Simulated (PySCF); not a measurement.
# C₆H₁₆AlN: magnetic properties

What do calculations give for the magnetic properties of C₆H₁₆AlN (`C[CH2][Al]([CH2]C)[N](C)C`)?

Programs: PySCF 2.14.0, with routines of our own; each step states its level. All values are computed. Atoms count from 0.

### 1 The system as given

24 atoms, charge 0, multiplicity 1; geometry from: GFN2-xTB.

### 2 Magnetic properties: GIAO B3LYP/def2-SVP

Job settings and geometry (Å):

```
{"job": {"kind": "mag", "xc": "B3LYP", "basis": "def2-SVP"}, "charge": 0, "multiplicity": 1}
Al     0.241210     0.421980    -0.013940
C      2.251700     0.405750    -0.051460
C      2.882760    -0.300580     1.161000
H      2.624800     1.439260    -0.088010
H      2.639430    -0.071040    -0.963200
H      3.970270    -0.337340     1.077600
H      2.629780     0.222320     2.082390
H      2.515020    -1.322010     1.249320
C     -0.806340     2.138340     0.020590
C     -1.780860     2.302160    -1.158210
H     -0.106670     2.987010     0.017490
H     -1.379190     2.244050     0.953470
H     -2.359430     3.223190    -1.069190
H     -1.238780     2.330970    -2.102450
H     -2.478820     1.467120    -1.203300
N     -0.643980    -1.151970    -0.000180
C     -2.046440    -1.293060     0.343040
C     -0.038080    -2.429550    -0.324780
H     -2.621930    -1.717660    -0.489610
H     -2.453200    -0.311320     0.586770
H     -2.178490    -1.950250     1.211940
H      1.009040    -2.270670    -0.583570
H     -0.091360    -3.124780     0.522720
H     -0.540450    -2.901920    -1.178430
```

Level: GIAO B3LYP/def2-SVP magnetisability, rotational g tensor and spin-rotation constants, non-relativistic, gas phase.

Started as:

```console
$ OMP_NUM_THREADS=1 python excited_run.py task.json out
```

One launch serves the whole session: the jobs run in the order shown.

Output:

```text
coarse grid: 19128 points
cycle   1  E = -534.9993317279  dE =  2.566e-01  |g| = 6.636e-01  |ddm| = 4.688e+00
cycle   2  E = -534.8799628255  dE =  1.194e-01  |g| = 9.587e-01  |ddm| = 1.753e+00
cycle   3  E = -535.1165485715  dE = -2.366e-01  |g| = 1.563e-01  |ddm| = 1.061e+00
cycle   4  E = -535.1217979901  dE = -5.249e-03  |g| = 4.322e-02  |ddm| = 1.726e-01
cycle   5  E = -535.1222336871  dE = -4.357e-04  |g| = 6.272e-03  |ddm| = 4.272e-02
cycle   6  E = -535.1222427846  dE = -9.098e-06  |g| = 1.879e-03  |ddm| = 8.127e-03
final grid: 176088 points
cycle   7  E = -535.2112615255  dE = -4.934e-05  |g| = 6.874e-03  |ddm| = 2.958e-02
cycle   8  E = -535.2112538750  dE =  7.651e-06  |g| = 8.719e-03  |ddm| = 1.556e-02
cycle   9  E = -535.2112742961  dE = -2.042e-05  |g| = 4.966e-04  |ddm| = 8.812e-03
cycle  10  E = -535.2112743348  dE = -3.868e-08  |g| = 2.918e-04  |ddm| = 6.202e-04
cycle  11  E = -535.2112743521  dE = -1.734e-08  |g| = 6.176e-05  |ddm| = 2.762e-04
cycle  12  E = -535.2112743530  dE = -8.665e-10  |g| = 2.247e-05  |ddm| = 8.601e-05
converged SCF energy = -535.2112743530

Magnetisability tensor (1e-30 J/T^2)
    -1595.91       44.34      -76.33
       44.34    -1538.92       41.57
      -76.33       41.57    -1657.09
isotropic -1597.31   principal values   -1727.47  -1549.75  -1514.70
isotropic susceptibility -96.192 1e-6 cm^3/mol

Inertial axes            a          b          c
rot. const./GHz      1.5824     1.2178     0.7616
chi total          -100.124    -91.219    -97.233
chi diamagnetic    -944.538  -1202.356  -1825.520
chi paramagnetic    844.414   1111.137   1728.287
quadrupole/D A       -3.119      0.472      2.646
g nuclear            0.6239     0.6264     0.6143
g electronic        -0.6278    -0.6357    -0.6184
g total             -0.0039    -0.0093    -0.0041

Spin-rotation constants (kHz, H = +C I.J)
atom  isotope        aa         bb         cc
  0   27Al        0.945      0.844      0.465
  3     1H       -0.170      0.024     -0.092
  4     1H       -0.153     -0.134      0.001
  5     1H       -0.022     -0.094     -0.076
  6     1H       -0.163     -0.122      0.002
  7     1H       -0.160      0.022     -0.088
 10     1H       -0.171      0.024     -0.092
 11     1H       -0.156     -0.136      0.003
 12     1H       -0.025     -0.093     -0.075
 13     1H       -0.165     -0.126      0.005
 14     1H       -0.160      0.023     -0.088
 15    14N        0.140      0.057      0.035
 18     1H       -0.123     -0.065     -0.032
 19     1H       -0.050     -0.057     -0.064
 20     1H       -0.133     -0.066     -0.027
 21     1H       -0.052     -0.056     -0.063
 22     1H       -0.121     -0.068     -0.030
 23     1H       -0.134     -0.063     -0.028
  1    13C*       0.180      0.138      0.088
  2    13C*       0.191      0.146      0.093
 16    13C*       0.238      0.223      0.130
* in the singly substituted isotopologue
```

Run time: 33 s. Hardware: 1 thread of Arm Neoverse V2, shared host; peak memory 0.95 GiB.

From this job:

```
              quantity                      value
       magnetisability           -1597·10⁻³⁰ J/T²
  molar susceptibility         -96.2·10⁻⁶ cm³/mol
rotational g (a, b, c)  -0.0039, -0.0093, -0.0041
```

### 3 Magnetic properties: GIAO X3LYP/def2-SVP

The job, as its differences from that of step 2:

```diff
@@ -1,2 +1,2 @@
-{"job": {"kind": "mag", "xc": "B3LYP", "basis": "def2-SVP"}, "charge": 0, "multiplicity": 1}
+{"job": {"kind": "mag", "xc": "X3LYP", "basis": "def2-SVP"}, "charge": 0, "multiplicity": 1}
 Al     0.241210     0.421980    -0.013940
```

Method: GIAO X3LYP/def2-SVP magnetisability, rotational g tensor and spin-rotation constants, non-relativistic, gas phase.

Output:

```text
coarse grid: 19128 points
cycle   1  E = -534.8059335569  dE =  2.694e-01  |g| = 6.479e-01  |ddm| = 4.678e+00
cycle   2  E = -534.7017186435  dE =  1.042e-01  |g| = 9.174e-01  |ddm| = 1.702e+00
cycle   3  E = -534.9181161762  dE = -2.164e-01  |g| = 1.463e-01  |ddm| = 1.018e+00
cycle   4  E = -534.9226423770  dE = -4.526e-03  |g| = 4.329e-02  |ddm| = 1.639e-01
cycle   5  E = -534.9230818899  dE = -4.395e-04  |g| = 5.961e-03  |ddm| = 4.263e-02
cycle   6  E = -534.9230901115  dE = -8.222e-06  |g| = 1.763e-03  |ddm| = 7.660e-03
final grid: 176088 points
cycle   7  E = -535.0111249397  dE = -4.847e-05  |g| = 6.985e-03  |ddm| = 2.934e-02
cycle   8  E = -535.0111176700  dE =  7.270e-06  |g| = 8.732e-03  |ddm| = 1.573e-02
cycle   9  E = -535.0111381012  dE = -2.043e-05  |g| = 5.679e-04  |ddm| = 8.869e-03
cycle  10  E = -535.0111381551  dE = -5.387e-08  |g| = 2.993e-04  |ddm| = 6.853e-04
cycle  11  E = -535.0111381736  dE = -1.854e-08  |g| = 5.852e-05  |ddm| = 2.864e-04
cycle  12  E = -535.0111381745  dE = -8.054e-10  |g| = 2.111e-05  |ddm| = 8.254e-05
converged SCF energy = -535.0111381745

Magnetisability tensor (1e-30 J/T^2)
    -1597.16       44.36      -77.21
       44.36    -1540.12       42.05
      -77.21       42.05    -1659.96
isotropic -1599.08   principal values   -1730.68  -1550.66  -1515.90
isotropic susceptibility -96.299 1e-6 cm^3/mol

Inertial axes            a          b          c
rot. const./GHz      1.5824     1.2178     0.7616
chi total          -100.233    -91.291    -97.372
chi diamagnetic    -944.671  -1202.491  -1825.655
chi paramagnetic    844.438   1111.200   1728.282
quadrupole/D A       -3.121      0.474      2.647
g nuclear            0.6239     0.6264     0.6143
g electronic        -0.6278    -0.6357    -0.6184
g total             -0.0039    -0.0093    -0.0041

Spin-rotation constants (kHz, H = +C I.J)
atom  isotope        aa         bb         cc
  0   27Al        0.944      0.843      0.465
  3     1H       -0.170      0.024     -0.092
  4     1H       -0.153     -0.134      0.001
  5     1H       -0.022     -0.094     -0.076
  6     1H       -0.163     -0.122      0.002
  7     1H       -0.160      0.022     -0.088
 10     1H       -0.170      0.024     -0.092
 11     1H       -0.156     -0.136      0.003
 12     1H       -0.026     -0.093     -0.075
 13     1H       -0.165     -0.126      0.005
 14     1H       -0.160      0.022     -0.088
 15    14N        0.140      0.057      0.035
 18     1H       -0.123     -0.065     -0.032
 19     1H       -0.050     -0.057     -0.064
 20     1H       -0.133     -0.066     -0.027
 21     1H       -0.052     -0.056     -0.063
 22     1H       -0.121     -0.068     -0.030
 23     1H       -0.134     -0.063     -0.028
  1    13C*       0.180      0.137      0.088
  2    13C*       0.190      0.145      0.093
 16    13C*       0.237      0.223      0.129
* in the singly substituted isotopologue
```

Wall time 33 s (1 thread of Arm Neoverse V2, shared host); peak memory 0.96 GiB.

In short:

```
              quantity                      value
       magnetisability           -1599·10⁻³⁰ J/T²
  molar susceptibility         -96.3·10⁻⁶ cm³/mol
rotational g (a, b, c)  -0.0039, -0.0093, -0.0041
```

### 4 Magnetic properties side by side

```
              level  ξ (10⁻³⁰ J/T²)     g(a)     g(b)  gap (eV)  functions  time
GIAO B3LYP/def2-SVP           -1597  -0.0039  -0.0093      5.61        196  33 s
GIAO X3LYP/def2-SVP           -1599  -0.0039  -0.0093      5.72        196  33 s
```

### 5 Summary of results

```
                                            quantity                      value
       magnetisability (step 2, GIAO B3LYP/def2-SVP)           -1597·10⁻³⁰ J/T²
  molar susceptibility (step 2, GIAO B3LYP/def2-SVP)         -96.2·10⁻⁶ cm³/mol
rotational g (a, b, c) (step 2, GIAO B3LYP/def2-SVP)  -0.0039, -0.0093, -0.0041
                     magnetisability over the levels  -1599 to -1597·10⁻³⁰ J/T²
```

**Reading.** The geometry comes from tight binding, which is rough for metal atoms, and these values hang on it. The magnetisability spreads by 0.1 % over 2 levels of like cost. Two levels can agree by chance, so this spread shows no convergence. Vibrational averaging and real surroundings are missing from these values.
